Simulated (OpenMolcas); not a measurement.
# W⁵⁺ with 6 ligands (ammonia): CASSCF and CASPT2 levels and susceptibility

Which state of W⁵⁺ lies lowest among these ligands, how large is the field, and what χT follows?

The numbers are computed with OpenMolcas 26.06 (state-averaged CASSCF and CASPT2, spin-orbit coupling by RASSI with atomic mean-field integrals), except any that are marked as measured or tabulated.

## Step 1: Starting point

| Property | Result |
| --- | --- |
| Species | W⁵⁺ (tungsten, Z = 74, 69 electrons) |
| Basis | ANO-RCC-VDZP [7s6p4d2f1g], 242 functions with the ligands |
| Scalar Hamiltonian | DKH2, point nucleus |
| Inactive shells | 1s 2s 2p 3s 3p 3d 4s 4p 4d 4f 5s 5p of the metal, and all ligand shells |
| Active space | 1 electron in 5 orbitals (5d) |
| Some configurations of this space | 5d |
| Orbitals | optimised for each spin and parity, averaged over all roots |

Outer shells as boxes (Hund's rule):

5d
```
5d [↑ ][  ][  ][  ][  ]
```

W⁵⁺ is taken with 6 ligands (ammonia) in octahedron coordination (S6) at 2.04 Å. Ligand basis ANO-RCC-VDZP. The distances are assumed, not relaxed.

```xyz
25

W     0.0000    0.0000    0.0000
N     2.0400    0.0000    0.0000
H     2.4221    0.9457    0.0000
H     2.4221   -0.4729    0.8190
H     2.4221   -0.4729   -0.8190
N     0.0000    2.0400    0.0000
H     0.0000    2.4221    0.9457
H     0.8190    2.4221   -0.4729
H    -0.8190    2.4221   -0.4729
N    -2.0400    0.0000    0.0000
H    -2.4221   -0.9457    0.0000
H    -2.4221    0.4729   -0.8190
H    -2.4221    0.4729    0.8190
N     0.0000   -2.0400    0.0000
H     0.0000   -2.4221   -0.9457
H    -0.8190   -2.4221    0.4729
H     0.8190   -2.4221    0.4729
N     0.0000    0.0000    2.0400
H     0.9457    0.0000    2.4221
H    -0.4729    0.8190    2.4221
H    -0.4729   -0.8190    2.4221
N     0.0000    0.0000   -2.0400
H    -0.9457    0.0000   -2.4221
H     0.4729   -0.8190   -2.4221
H     0.4729    0.8190   -2.4221
```

The work runs as a chain of OpenMolcas steps in one folder; each step below is one input file. Labels, J, g values, rates, χT and fits are worked out afterwards by a script from the matrices that RASSI stores.

## Step 2: One- and two-electron integrals

The input, a.inp:

```
&GATEWAY
Coord
25

W 0.0 0.0 0.0
N 2.040000 0.000000 0.000000
H 2.422099 0.945728 0.000000
H 2.422099 -0.472864 0.819024
H 2.422099 -0.472864 -0.819024
N 0.000000 2.040000 0.000000
H 0.000000 2.422099 0.945728
H 0.819024 2.422099 -0.472864
H -0.819024 2.422099 -0.472864
N -2.040000 0.000000 0.000000
H -2.422099 -0.945728 0.000000
H -2.422099 0.472864 -0.819024
H -2.422099 0.472864 0.819024
N 0.000000 -2.040000 0.000000
H 0.000000 -2.422099 -0.945728
H -0.819024 -2.422099 0.472864
H 0.819024 -2.422099 0.472864
N 0.000000 0.000000 2.040000
H 0.945728 0.000000 2.422099
H -0.472864 0.819024 2.422099
H -0.472864 -0.819024 2.422099
N 0.000000 0.000000 -2.040000
H -0.945728 0.000000 -2.422099
H 0.472864 -0.819024 -2.422099
H 0.472864 0.819024 -2.422099
Basis=W.ANO-RCC-VDZP,H.ANO-RCC-VDZP,N.ANO-RCC-VDZP
Group=XYZ
NoMove
AngMom=0.0 0.0 0.0
AMFI
RICD
&SEWARD
```

Launch:

```console
$ OMP_NUM_THREADS=1 MOLCAS_MEM=2457 MOLCAS_PROJECT=a pymolcas a.inp > a.log
```

## Step 3: Reference wave functions, doublets of even parity, 5 roots

The input, a.inp:

```
&RASSCF
FileOrb=start.orb
Symmetry=1
Spin=2
nActEl=1 0 0
Inactive=30 34
Ras2=5 0
CIRoot=5 5 1
SDav=5
CIMx=300
Iter=150 100
PrWF=0.3
OrbListing=Nothing
MaxOrb=0
LevShft=1.0
>>> COPY $Project.JobIph JOB001
```

start.orb holds start orbitals that the driver prepared beforehand, or those of the step before.

## Step 4: State interaction with spin-orbit coupling

The input, a.inp:

```
&RASSI
NrOfJobIphs=1 5
1 2 3 4 5
IphNames
JOB001
EJob
SpinOrbit
DIPRint=1.0
SOCoupling=1000.0
Subsets=2
Property=9
'ANGMOM' 1 'ANGMOM' 2 'ANGMOM' 3 'MLTPL  1' 1 'MLTPL  1' 2 'MLTPL  1' 3
'AMFI' 1 'AMFI' 2 'AMFI' 3
SOProperty=3
'ANGMOM' 1 'ANGMOM' 2 'ANGMOM' 3
```

## Step 5: CASPT2: IPEA 0.25, imaginary shift 0.1 (32 orbitals frozen, the lowest in energy)

The input, a.inp:

```
>>> COPY JOB001 $Project.JobIph
&CASPT2
Multistate=5 1 2 3 4 5
NoMult
Frozen=17 15
IPEA=0.25
Imaginary=0.1
MaxIter=60
WThr=0.0 0.3 0.05
PrWF=0.5
NoMix
```

(Steps that only read results are left out.)

What does the calculation give? Wanted: spin-free ground state; first state of the same spin within the active space; lowest level; next level.

As calculated:

| quantity | value |
| --- | --- |
| method | SS-CASPT2, IPEA 0.25, imaginary shift 0.1 (32 orbitals frozen, the lowest in energy) |
| spin-free ground state | doublet, 1-fold in its orbital part |
| first state of the same spin within the active space | doublet at 236 cm⁻¹ |
| lowest level | 2-fold, g = 0.11, 0.11, 0.27 |
| next level | 168.3 cm⁻¹ |
| χT at 300 K | 0.04 cm³ K/mol |
| effective moment at 300 K | 0.54 μB |

Cost by method:

| method | time of its own steps | time with the reference |
| --- | --- | --- |
| A. CASSCF | 44 s | 44 s |
| B. SS-CASPT2, IPEA 0.25, imaginary shift 0.1 (32 orbitals frozen, the lowest in energy) | 72 s | 1.9 min |

Times are of one thread on a shared host.

In words: The spin-free ground state (doublet) is 1-fold and keeps the highest spin of the shell. χT at 300 K is 0.04, against 0.38 cm³ K/mol for the spin alone, so orbital moment lowers it. The frozen orbitals are chosen by energy, so an outer shell of the metal can be frozen while a deeper shell elsewhere is correlated. The bonds are covalent and no ligand orbital is active, so the numbers are rough.
